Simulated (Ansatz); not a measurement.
**C6H18FHfN3: basis-set convergence**

An exercise on one series of results from a longer session: the logs are not shown, and one member is left open.

Computed with Ansatz 0.2.0, Gaussian basis. Level: one geometry, several basis sets.

Plan: PBE0-D4/def2-SVP; ωB97M-V/def2-SVP; PBE0-D4/def2-QZVPP; ωB97M-V/def2-QZVPP; the functionals' def2-TZVPP values are taken from earlier runs.

## Structure used throughout

The geometry comes from an earlier relaxation with PBE0-D4 in a triple-zeta def2 set; it is a stationary point, not always the lowest conformer. Hf takes the def2 core potential; no spin-orbit term is included.

SMILES `C[N](C)[Hf]([F])([N](C)C)[N](C)C`, 29 atoms, charge 0, spin multiplicity 1.

Atoms are counted from 1 here; the program's logs count them from 0.

Bond lengths: C1–N2 1.440 Å, C1–H12 1.100 Å, C1–H13 1.092 Å, C1–H14 1.101 Å, N2–C3 1.445 Å, N2–Hf4 2.038 Å, C3–H15 1.098 Å, C3–H16 1.100 Å, C3–H17 1.100 Å, Hf4–F5 1.945 Å, Hf4–N6 2.038 Å, Hf4–N9 2.038 Å, N6–C7 1.440 Å, N6–C8 1.445 Å, C7–H18 1.092 Å, C7–H19 1.101 Å, C7–H20 1.100 Å, C8–H21 1.098 Å and more. Angles: N2–C1–H12 111.6°, N2–C1–H13 110.5°, N2–C1–H14 111.8°, H12–C1–H13 107.8°, H12–C1–H14 107.0°, H13–C1–H14 107.9°, C1–N2–C3 112.4°, C1–N2–Hf4 130.7°, C3–N2–Hf4 116.9°, N2–C3–H15 111.2°, N2–C3–H16 112.1°, N2–C3–H17 111.8°, H15–C3–H16 107.0°, H15–C3–H17 107.0°, H16–C3–H17 107.5°, N2–Hf4–F5 111.4°, N2–Hf4–N6 107.5°, N2–Hf4–N9 107.4° and more.

The first run:

File in.yaml:

```yaml
crystal:
  periodic: [false, false, false]
  atoms:
    - {symbol: C, position_ang: [0.328182, 1.010503, 2.593490]}
    - {symbol: N, position_ang: [0.233933, 1.436018, 1.221058]}
    - {symbol: C, position_ang: [0.729075, 2.779458, 1.025443]}
    - {symbol: Hf, position_ang: [-0.535428, 0.490761, -0.411940]}
    - {symbol: F, position_ang: [-1.783413, 1.633235, -1.372163]}
    - {symbol: N, position_ang: [-1.438452, -1.215979, 0.238936]}
    - {symbol: C, position_ang: [-1.048526, -2.594982, 0.097733]}
    - {symbol: C, position_ang: [-2.708586, -1.068586, 0.912215]}
    - {symbol: N, position_ang: [1.030763, -0.059571, -1.593521]}
    - {symbol: C, position_ang: [2.450309, 0.003777, -1.360416]}
    - {symbol: C, position_ang: [0.710428, -0.552120, -2.913810]}
    - {symbol: H, position_ang: [1.370578, 1.007536, 2.946106]}
    - {symbol: H, position_ang: [-0.065458, -0.001657, 2.708527]}
    - {symbol: H, position_ang: [-0.237430, 1.672832, 3.266370]}
    - {symbol: H, position_ang: [0.632722, 3.089059, -0.023253]}
    - {symbol: H, position_ang: [0.177588, 3.514985, 1.629103]}
    - {symbol: H, position_ang: [1.793636, 2.865327, 1.289396]}
    - {symbol: H, position_ang: [-0.093046, -2.671164, -0.425690]}
    - {symbol: H, position_ang: [-1.793015, -3.174082, -0.469535]}
    - {symbol: H, position_ang: [-0.935697, -3.086325, 1.075900]}
    - {symbol: H, position_ang: [-2.994184, -0.011870, 0.993711]}
    - {symbol: H, position_ang: [-3.521632, -1.580367, 0.376837]}
    - {symbol: H, position_ang: [-2.678693, -1.473316, 1.934792]}
    - {symbol: H, position_ang: [2.955229, 0.655959, -2.089183]}
    - {symbol: H, position_ang: [2.918431, -0.989071, -1.438380]}
    - {symbol: H, position_ang: [2.657346, 0.392347, -0.360988]}
    - {symbol: H, position_ang: [1.139364, 0.079347, -3.705538]}
    - {symbol: H, position_ang: [1.080958, -1.576283, -3.069278]}
    - {symbol: H, position_ang: [-0.374972, -0.575771, -3.075930]}
basis:
  gaussian: {orbitals: def2-SVP}
hamiltonian: {xc: pbe0, dispersion: d4}
output: {orbitals: {seedname: orbitals}}
```

The run is started by

```bash
$ ansatz run in.yaml --threads 11 --pin off --events-out ev --progress --plain --max-ram 166912MiB --backend cpu
```

Among the steps run: PBE0-D4 in def2-SVP; ωB97M-V in def2-SVP; PBE0-D4 in def2-QZVPP; ωB97M-V in def2-QZVPP.

One of the session's tables, all rows but one given; the rest of the session is left out.

It belongs to the step «Functionals by basis». 

```
functional       basis  HOMO (eV)  LUMO (eV)
   PBE0-D4    def2-SVP      -6.03       0.50
   PBE0-D4  def2-TZVPP      -6.11       0.22
   PBE0-D4  def2-QZVPP      -6.13       0.00
   ωB97M-V    def2-SVP          ?          ?
   ωB97M-V  def2-TZVPP      -8.40       1.41
   ωB97M-V  def2-QZVPP      -8.42       0.92
```

Estimate the missing values for ωB97M-V, def2-SVP.

As computed: HOMO (eV): -8.31; LUMO (eV): 1.83. In the column «HOMO (eV)» it lies between ωB97M-V, def2-TZVPP (-8.40) and PBE0-D4, def2-QZVPP (-6.13).
